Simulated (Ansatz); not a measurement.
# One shape, several levels: SnS (SMILES [S][Sn])

We compute a comparison of 6 runs (HF/STO-3G, r2SCAN0/STO-3G, revPBE/STO-3G, wB97M-V/STO-3G, CCSD/STO-3G, UCCSD(T)/STO-3G) of SnS. 

The calculation is run with Ansatz 0.2.0.

53 further runs of the same task are left out: 19 that didn't finish, 34 set aside as unsound or not needed.

## (1) The molecule

SnS has 2 atoms, charge 0, and is taken as a singlet. SMILES: `[S][Sn]`. The Sn2–S1 distance was set to 2.761 Å, away from the relaxed value.

Bond lengths: S1–Sn2 2.761 Å.

## (2) A single-point energy at HF/STO-3G (run 1)

job.yaml reads:

```yaml
crystal:
  periodic: [false, false, false]
  atoms:
    - {symbol: S, position_ang: [0.000000, 0.000000, -0.552274]}
    - {symbol: Sn, position_ang: [0.000000, 0.000000, 2.209026]}
basis:
  gaussian:
    orbitals: STO-3G
hamiltonian:
  xc: hf
accuracy: high
```

Command:

```bash
$ ansatz run job.yaml --threads 1 --pin off --max-ram 2610MiB --events-out events.jsonl --progress --plain --runs-dir runs
```

Log:

```text
Warning: RAYON_NUM_THREADS=1 ignored (pool sized by the plan → 1); use --threads N
Functional definition: HF
  name "HF"
  exchange = exact_x
  correlation = 0
622 factors; integrals over basis functions are off by at most 1.1e-8 eV
mean field evaluation 1: about -172955.2247 eV, gradient 2.9e1 eV
mean field evaluation 2: about -172955.2515 eV, gradient 2.9e1 eV
mean field evaluation 4: about -172963.0873 eV, gradient 1.2e1 eV
mean field evaluation 8: about -172964.0468 eV, gradient 5.1e-1 eV
mean field evaluation 16: about -172964.0423 eV, gradient 1.8e-7 eV
mean field evaluation 32: about -172951.1789 eV, gradient 9.9e0 eV
mean field -172964.04233359 eV, -6356.3113165209 hartree, gradient 6.8e-9 eV, S^2 0.000000; 0 other end points of the search recorded, 0 dependent functions left out
reference -172964.04233359 eV, -6356.3113165209 hartree; 33, 33 occupied and 3, 3 virtual orbitals, 622 factors
Total energy: -172964.04233359 eV, -6356.3113165209 hartree
```

It took 0.73 s on 1 thread of Arm Neoverse V1, shared host.

## (3) A single-point energy at r2SCAN0/STO-3G (run 2)

Edit job.yaml of step 2 so:

```diff
@@ -9,3 +9,3 @@
 hamiltonian:
-  xc: hf
+  xc: {name: r2SCAN0}
 accuracy: high
```

Command:

```bash
$ ansatz run job.yaml --threads 1 --pin off --max-ram 2610MiB --events-out events.jsonl --progress --plain --runs-dir runs
```

Log:

```text
Warning: RAYON_NUM_THREADS=1 ignored (pool sized by the plan → 1); use --threads N
Functional definition: r2SCAN0
  name "r2SCAN0"
  parameter a = 0.25
  parameter k0 = 0.174
  parameter k1 = 0.065
  parameter a1 = 4.9479
  exchange = (1 - a)*r2scan_x(k0 = k0, k1 = k1, a1 = a1) + a*exact_x
  correlation = r2scan_c
622 factors; integrals over basis functions are off by at most 1.1e-8 eV
mean field evaluation 1: about -173036.1073 eV, gradient 3.0e1 eV
mean field evaluation 2: about -172944.6994 eV, gradient 7.4e1 eV
mean field evaluation 4: about -173034.4010 eV, gradient 3.2e1 eV
mean field evaluation 8: about -173044.2929 eV, gradient 9.8e-2 eV
mean field -173044.29299996 eV, -6359.2604741139 hartree, gradient 1.9e-8 eV, S^2 0.000000; 0 other end points of the search recorded, 0 dependent functions left out
reference -173044.29300021 eV, -6359.2604741231 hartree; 33, 33 occupied and 3, 3 virtual orbitals, 622 factors
Total energy: -173044.29300021 eV, -6359.2604741231 hartree
```

It took 6 s on 1 thread of Arm Neoverse V1, shared host; peak memory 0.14 GiB.

Runs 3 to 5 aren't shown in full; the table further down has their settings and results.

## (4) A single-point energy at UCCSD(T)/STO-3G (run 6)

in.yaml reads:

```yaml
crystal:
  periodic: [false, false, false]
  atoms:
    - {symbol: S, position_ang: [0.000000, 0.000000, -0.552274]}
    - {symbol: Sn, position_ang: [0.000000, 0.000000, 2.209026]}
basis:
  gaussian: {orbitals: STO-3G}
magnetization: {spin_polarized: true}
correlation: {method: ccsd_t, frozen_orbitals: {S: 5, Sn: 18}}
accuracy: high
scf: {omitted_lower_state_checks: [cluster_reference, increment]}
```

Command:

```bash
$ ansatz run in.yaml --threads 1 --pin off --max-ram 2610MiB --events-out events.jsonl --progress --plain --runs-dir runs
```

Log:

```text
Warning: RAYON_NUM_THREADS=1 ignored (pool sized by the plan → 1); use --threads N
[... 21 lines left out ...]
23 core orbitals not correlated: weight in the atoms' cores, before any rotation towards them, 1.000 or more for the frozen orbitals, at most 0.000 for the correlated occupied ones
[... 50 lines left out ...]
Total energy: -172968.10101344 eV, -6356.4604702540 hartree
Checks for a lower state left out: cluster_reference, increment
```

It took 7.8 s on 1 thread of Arm Neoverse V1, shared host; peak memory 0.12 GiB.

## (5) The series

```
run            level  frozen core orbitals   energy (Eh)  wall time
  1        HF/STO-3G                     –  -6356.311317     0.73 s
  2   r2SCAN0/STO-3G                     –  -6359.260474        6 s
  3    revPBE/STO-3G                     –  -6358.587956      1.8 s
  4   wB97M-V/STO-3G                     –  -6359.110257       18 s
  5      CCSD/STO-3G                    23  -6356.431018      1.6 s
  6  UCCSD(T)/STO-3G                    23  -6356.460470      7.8 s
```

## (6) What came out

```
                                           quantity           value
                                run 6: total energy  -6356.46047 Eh
run 6: correlation energy (23 core orbitals frozen)       -68.8 mEh
                              run 6: (T) correction       -5.82 mEh
           run 6: ⟨S²⟩ of the reference determinant           1.136
                               run 6: T1 diagnostic           0.110
```

Below the HF energy at the same shape and in the same basis (STO-3G): CCSD -119.7 mEh; UCCSD(T) -149.2 mEh. Some of these start from another determinant than that one, so these aren't their correlation energies. Totals of different functionals can't be ranked against each other. In run 5 the T1 diagnostic is large, so a single reference may not serve. In run 5 the log says that unrestricted orbitals would lower the reference, so the values rest on an unstable closed-shell determinant (other closed-shell runs at this shape may share the fault). In runs 1, 2, 3, 4, 5, 6 the basis is minimal, so the values are rough. In runs 1, 2, 3, 4, 5, 6 relativity is left out where basis or elements ask for it. Spin contamination of the reference: run 6 ⟨S²⟩ = 1.14. Where it is this large, the reference is a mixture of spin states, and values that rest on it are in doubt. All runs together took 36 s, the longest 18 s.
